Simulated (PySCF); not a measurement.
**HfP: bond curves at several levels of theory**

What are the lowest state that PBE0 finds, the bond length, vibrational wavenumber and bond energy of HfP, and how much do these hang on the method?

Computed with PySCF 2.14.0. Level: Hf def2-TZVPP with ECP60, P def2-TZVPP, scalar-relativistic core potentials.

### 1 The job

The job is set up so:

```json
{
 "atoms": "Hf, P",
 "charge": "0",
 "basis": "Hf def2-TZVPP with ECP60, P def2-TZVPP",
 "Hamiltonian": "scalar-relativistic core potentials",
 "basis functions": "98",
 "electrons treated": "27",
 "masses in u": "179.9465, 30.9738",
 "levels": "PBE0, PBE, r²SCAN, M06, B3LYP, PW91, B97-3, ωB97X-V, HF, MP2, SCS-MP2, CCSD, CCSD(T)",
 "grid": "80 radial by 434 angular points",
 "occupations": "held fixed by the projection of orbital angular momentum",
 "dissociation limit": "Hf + P, each in its ground configuration",
 "starting distance in angstrom": "2.465",
 "values of 2S to try": "1, 3, 5, 7"
}
```

The run is started by

```sh
$ OMP_NUM_THREADS=2 python dia.py task.json out
```

Further steps of the session: First curve: PBE0; Other states along the same grid; PBE (GGA); r²SCAN; M06 (hybrid meta-GGA); B3LYP (global hybrid GGA); PW91; B97-3 (global hybrid GGA); ωB97X-V (range-separated hybrid); ROHF; Adding correlation.

What does the calculation give? Wanted: for each run, Re; ωe; De; μ.

As calculated:

Lowest PBE0 solution found, without spin–orbit coupling: ²Σ⁺ (doublet), unpaired electrons σ ↑. State 2 has its PBE0 minimum 0.60 eV higher. State 3 has its PBE0 minimum 0.88 eV higher. State 4 has its PBE0 minimum 0.88 eV higher. The other levels ran on the lowest alone.

```csv
level,Re (Å),ωe (cm⁻¹),De (eV),μ (D)
PBE,2.217,489,4.31,-4.69
PW91,2.216,489,4.33,-4.70
r²SCAN,2.202,506,3.83,-4.99
B3LYP,2.212,496,3.67,-4.88
PBE0,2.194,515,3.77,-5.21
B97-3,2.202,507,3.82,-5.21
M06,2.202,500,4.11,-4.51
ωB97X-V,2.181,532,3.63,-5.57
```

De is counted to Hf + P in their ground configurations. A positive dipole means Hf(−)P(+). No constants: ROHF (the points don't follow one smooth fit); ROHF-MP2 (the points don't follow one smooth fit); ROHF-SCS-MP2 (the points don't follow one smooth fit); ROHF-CCSD (the points don't follow one smooth fit); ROHF-CCSD(T) (the points don't follow one smooth fit).

What this shows: The methods spread over 0.036 Å in bond length, from ωB97X-V to PBE. Among the levels with a De in the table, it runs from 3.63 eV (ωB97X-V) to 4.33 eV (PW91).

Correlated steps freeze 5 core orbitals. These are scalar-relativistic numbers at best; spin–orbit coupling would shift them, the dissociation energy most. The state is the lowest single determinant that the PBE0 search found; with open d or f shells the true ground state can be another one. T1 is 0.044 near the minimum (highest on the curve 0.087), which may point to more than one leading configuration. With spin–orbit coupling the term label itself may not hold.
